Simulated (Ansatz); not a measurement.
# InH₃S₃: up Jacob's ladder to CCSD(T)

An exercise on one series of results from a longer session: the logs are not shown, and one member is left open.

Program: Ansatz 0.2.0, Gaussian basis. Level of theory: functionals in def2-TZVPP, the program's frozen cores in correlated methods. These are calculated values, not measurements.

Plan: LDA (SPW92), PBE-D4, revPBE-D4, BLYP-D4, r2SCAN-D4, B97M-V, PBE0-D4, B3LYP-D4, r2SCANh-D4, r2SCAN0-D4, HSE06-D4, BHLYP-D4, CAM-B3LYP-D4, LC-ωPBE, ωB97X-V, ωB97M-V, B2PLYP, PBE-QIDH; CCSD(T)/def2-SVP; CCSD(T)/def2-TZVPP; MP2/def2-QZVPP; extrapolation to the limit; RPA on PBE.

**The relaxed structure**

All runs share one geometry, relaxed beforehand with PBE0-D4 in a triple-zeta def2 set. In takes the def2 core potential; no spin-orbit term is included.

SMILES `[SH][In]([SH])[SH]`, 7 atoms, charge 0, spin multiplicity 1.

Atoms are counted from 1 here; the program's logs count them from 0.

Bond lengths: S1–In2 2.375 Å, S1–H5 1.344 Å, In2–S3 2.375 Å, In2–S4 2.375 Å, S3–H6 1.344 Å, S4–H7 1.344 Å. Angles: In2–S1–H5 93.3°, S1–In2–S3 120.0°, S1–In2–S4 120.0°, S3–In2–S4 120.0°, In2–S3–H6 93.3°, In2–S4–H7 93.3°.

Set-up of the first run:

File in.yaml:

```yaml
crystal:
  periodic: [false, false, false]
  atoms:
    - {symbol: S, position_ang: [-2.098803, 0.456954, -0.997523]}
    - {symbol: In, position_ang: [0.008937, -0.005416, -0.004829]}
    - {symbol: S, position_ang: [0.115132, -0.901466, 2.192413]}
    - {symbol: S, position_ang: [2.009793, 0.428240, -1.209117]}
    - {symbol: H, position_ang: [-2.785424, 0.027834, 0.075155]}
    - {symbol: H, position_ang: [1.458201, -0.949971, 2.191401]}
    - {symbol: H, position_ang: [1.353463, 0.875725, -2.293201]}
basis:
  gaussian: {orbitals: def2-TZVPP}
hamiltonian: {xc: lda}
output: {orbitals: {seedname: orbitals}}
```

Launch:

```
ansatz run in.yaml --threads 4 --pin off --events-out ev --progress --plain --max-ram 10444MiB
```

Among the steps run: LDA; PBE-D4 (GGA); revPBE-D4 (GGA); BLYP-D4 (GGA); r2SCAN-D4 (meta-GGA); B97M-V (meta-GGA); PBE0-D4 (hybrid); B3LYP-D4 (hybrid); r2SCANh-D4 (hybrid); r2SCAN0-D4 (hybrid); HSE06-D4 (hybrid); BHLYP-D4 (hybrid); CAM-B3LYP-D4 (range-separated); LC-ωPBE (range-separated); ωB97X-V (range-separated); ωB97M-V (range-separated); B2PLYP (double hybrid); PBE-QIDH (double hybrid).

One table of the session follows, with a row left open; its other results are not shown here.

| functional | HOMO (eV) | LUMO (eV) | gap (eV) |
| --- | --- | --- | --- |
| LDA (SPW92) | -6.54 | -2.85 | 3.69 |
| PBE-D4 | -6.40 | -2.56 | 3.84 |
| revPBE-D4 | -6.35 | -2.46 | 3.89 |
| BLYP-D4 | -6.22 | -2.49 | 3.72 |
| r2SCAN-D4 | -6.70 | -2.36 | 4.33 |
| B97M-V | -6.74 | -2.33 | 4.41 |
| PBE0-D4 | -7.62 | -1.72 | 5.90 |
| B3LYP-D4 | -7.35 | -2.00 | 5.35 |
| r2SCANh-D4 | -7.14 | -2.06 | 5.08 |
| r2SCAN0-D4 | -7.82 | -1.61 | 6.21 |
| HSE06-D4 | -7.22 | -2.09 | 5.14 |
| BHLYP-D4 | -8.67 | -0.84 | 7.83 |
| CAM-B3LYP-D4 | -8.92 | -0.78 | 8.14 |
| LC-ωPBE | -10.37 | 0.42 | 10.79 |
| ωB97X-V | -9.98 | 0.28 | 10.26 |
| ωB97M-V | ? | ? | ? |

**Question.** Estimate the row for ωB97M-V.

**Answer.** HOMO (eV): -9.80; LUMO (eV): 0.14; gap (eV): 9.94. In the column «HOMO (eV)» it lies between ωB97X-V (-9.98) and CAM-B3LYP-D4 (-8.92).

Limits of these values: All levels share the lack of spin-orbit coupling, which lowers the free heavy atoms and so the true binding.
